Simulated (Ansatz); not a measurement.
# Zr2TiO6: the cost of one run

Method: DFT PBE, scalar-relativistic, plane waves, PAW, in Ansatz 0.2.0.

1 further run of the same task is left out (set aside as unsound or not needed).

### 1 The starting structure

Symmetry: C2, No. 5, monoclinic system. The conventional cell has a = 6.178 Å, b = 3.644 Å, c = 8.574 Å, α = 90.00°, β = 90.65°, γ = 90.00°. Zr (site symmetry 1) has 8 O at 2.16 to 2.25 Å as nearest neighbours. Around Ti (site symmetry 2) lie 6 O at 1.92 to 2.15 Å. O (site symmetry 1) is surrounded by 2 Ti at 1.92 to 2.15 Å and 1 Zr at 2.16 Å. O (site symmetry 1) has 4 Zr at 2.19 to 2.25 Å as nearest neighbours. O (site symmetry 1) has 1 Ti at 2.05 Å and 3 Zr at 2.19 to 2.25 Å as nearest neighbours.

Structure file:

```
CELL_PARAMETERS angstrom
3.08920 -1.82185 0.00012
3.08920 1.82185 0.00012
-0.09744 0.00000 8.57383
ATOMIC_POSITIONS crystal
Zr 0.65732 0.67674 0.67459
Zr 0.32326 0.34268 0.32541
Ti 0.07702 0.92298 0.00000
O 0.65141 0.69025 0.92634
O 0.32767 0.33664 0.58785
O 0.99557 0.00109 0.23703
O 0.99891 0.00443 0.76297
O 0.66336 0.67233 0.41215
O 0.30975 0.34859 0.07366
```

The cell was relaxed beforehand at this level, from a generated guess; it needn't be the stable form of this composition. At a tolerance of 0.02 Å it has space group C2 (No. 5); it has 10.72 Å³/atom, an uncorrected energy of -3.14 eV/atom over the elements.

### 2 Static run: bands, density of states and charges

File input.yaml:

```yaml
crystal:
  lattice:
    - [3.0891957354, -1.8218475349, 0.0001182275]
    - [3.0891957354, 1.8218475349, 0.0001182275]
    - [-0.0974369917, 0.0, 8.5738253099]
  atoms:
    - { symbol: Zr, position: [0.6573158336, 0.6767362269, 0.6745895338] }
    - { symbol: Zr, position: [0.3232637731, 0.3426841664, 0.3254104662] }
    - { symbol: Ti, position: [0.0770151697, 0.9229848303, 0.0] }
    - { symbol: O, position: [0.6514057235, 0.6902515128, 0.9263401223] }
    - { symbol: O, position: [0.3276680858, 0.3366435434, 0.5878480491] }
    - { symbol: O, position: [0.9955728165, 0.0010896553, 0.2370348636] }
    - { symbol: O, position: [0.9989103447, 0.0044271835, 0.7629651364] }
    - { symbol: O, position: [0.6633564566, 0.6723319142, 0.4121519509] }
    - { symbol: O, position: [0.3097484872, 0.3485942765, 0.0736598777] }
basis:
  ecutwfc: 420
kpoints:
  mp_grid: { grid: [10, 10, 4] }
  band_path:
    path:
      - [[0.0, 0.0, 0.0], [-0.33696188, 0.33696188, 0.0]]
      - [[-0.66303812, -0.33696188, 0.0], [-0.5, -0.5, 0.0], [0.0, 0.0, 0.0], [-0.5, -0.5, 0.5], [-0.66374779, -0.33625221, 0.5]]
      - [[-0.33625221, 0.33625221, 0.5], [0.0, 0.0, 0.5], [0.0, 0.0, 0.0]]
      - [[-0.5, 0.0, 0.5], [0.0, 0.0, 0.0], [-0.5, 0.0, 0.0]]
    npoints: 14
hamiltonian:
  xc: pbe
scf:
  occupations: { method: gaussian, width: 0.02 }
  n_extra_bands: 22
output:
  forces: true
  stress: true
  eigenvalues: true
  populations: true
  dos: { projected: true, de: 0.02, nscf_kmesh: { grid: [15, 15, 6] } }
  bader: true
  write_density: true
  write_potential: true
  elf: true
  volumetric_format: npy
```

Run with:

```
ansatz run input.yaml --threads 1 --pin off --max-ram 2560MiB --backend cpu --events-out ev --progress --plain --runs-dir out
```

**Question.** How long does this run take on 1 thread of Arm Neoverse V2, shared host, and how much memory does it need?

About 7 min, with a peak of 1.2 GiB.
